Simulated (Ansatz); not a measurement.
**C3H8Si2: a ladder of functionals and wavefunction methods**

One table from this session's results is given with a row withheld; the runs are named, their logs left out.

The runs use Ansatz 0.2.0, Gaussian basis; functionals in def2-TZVPP, the program's frozen cores in correlated methods.

Levels to be run: PBE-D4, r2SCAN-D4, PBE0-D4, B3LYP-D4, ωB97X-V, ωB97M-V, B2PLYP; CCSD(T)/def2-TZVPP; MP2/def2-QZVPP; extrapolation to the limit.

**The relaxed structure**

All runs share one geometry, relaxed beforehand with PBE0-D4 in a triple-zeta def2 set.

SMILES `C[SiH2]C1=C[SiH2]1`, 13 atoms, charge 0, spin multiplicity 1.

Atoms are counted from 1 here; the program's logs count them from 0.

Bond lengths: C1–Si2 1.869 Å, C1–H6 1.092 Å, C1–H7 1.092 Å, C1–H8 1.093 Å, Si2–C3 1.849 Å, Si2–H9 1.489 Å, Si2–H10 1.489 Å, C3–C4 1.337 Å, C3–Si5 1.828 Å, C4–Si5 1.799 Å, C4–H11 1.084 Å, Si5–H12 1.482 Å, Si5–H13 1.482 Å. Angles: Si2–C1–H6 110.8°, Si2–C1–H7 110.8°, Si2–C1–H8 110.8°, H6–C1–H7 108.2°, H6–C1–H8 108.1°, H7–C1–H8 108.1°, C1–Si2–C3 112.0°, C1–Si2–H9 110.6°, C1–Si2–H10 110.6°, C3–Si2–H9 107.9°, C3–Si2–H10 107.9°, H9–Si2–H10 107.8°, Si2–C3–C4 139.0°, Si2–C3–Si5 153.8°, C4–C3–Si5 67.2°, C3–C4–Si5 69.5°, C3–C4–H11 134.6°, Si5–C4–H11 155.9° and more.

The first run:

in.yaml reads:

```yaml
crystal:
  periodic: [false, false, false]
  atoms:
    - {symbol: C, position_ang: [0.527516, -1.938312, 1.050561]}
    - {symbol: Si, position_ang: [1.079442, -0.218682, 0.569995]}
    - {symbol: C, position_ang: [-0.220882, 0.682712, -0.387118]}
    - {symbol: C, position_ang: [-1.459130, 0.476371, -0.847526]}
    - {symbol: Si, position_ang: [-0.889422, 2.123848, -1.291321]}
    - {symbol: H, position_ang: [0.298834, -2.534403, 0.164035]}
    - {symbol: H, position_ang: [-0.368081, -1.897604, 1.674874]}
    - {symbol: H, position_ang: [1.309374, -2.454093, 1.613154]}
    - {symbol: H, position_ang: [2.306547, -0.278417, -0.270921]}
    - {symbol: H, position_ang: [1.396738, 0.587854, 1.780537]}
    - {symbol: H, position_ang: [-2.157881, -0.351564, -0.806694]}
    - {symbol: H, position_ang: [-1.364963, 3.326506, -0.568604]}
    - {symbol: H, position_ang: [-0.437692, 2.440984, -2.666173]}
basis:
  gaussian: {orbitals: def2-TZVPP}
hamiltonian: {xc: pbe, dispersion: d4}
output: {forces: true, orbitals: {seedname: orbitals}}
```

The run is started by

```bash
$ ansatz run in.yaml --threads 4 --pin off --events-out ev --progress --plain --max-ram 10444MiB
```

Among the steps run: PBE-D4 (GGA); r2SCAN-D4 (meta-GGA); PBE0-D4 (hybrid); B3LYP-D4 (hybrid); ωB97X-V (range-separated); ωB97M-V (range-separated); B2PLYP (double hybrid); CCSD(T) in def2-TZVPP; MP2 in def2-QZVPP.

One table of the session follows, with a row left open; its other results are not shown here.

It belongs to the step «Atomisation energies». 

```
            method  atomisation energy (kcal/mol)
            PBE-D4                         1148.7
         r2SCAN-D4                         1139.4
           PBE0-D4                         1137.7
          B3LYP-D4                         1134.9
           ωB97X-V                         1140.5
           ωB97M-V                         1139.0
            B2PLYP                         1122.6
     HF/def2-TZVPP                          852.3
    MP2/def2-TZVPP                         1117.9
   CCSD/def2-TZVPP                              ?
CCSD(T)/def2-TZVPP                         1107.2
           MP2/CBS                         1145.9
       CCSD(T)/CBS                         1135.1
```

Estimate the missing values for CCSD/def2-TZVPP.

As computed: atomisation energy (kcal/mol): 1091.8. In the column «atomisation energy (kcal/mol)» it lies between HF/def2-TZVPP (852.3) and CCSD(T)/def2-TZVPP (1107.2).

Limits of these values: Free atoms (3 C, 2 Si, 8 H) were run apart at each level; the atomisation energy is their sum less the molecule, without zero-point or spin-orbit terms.
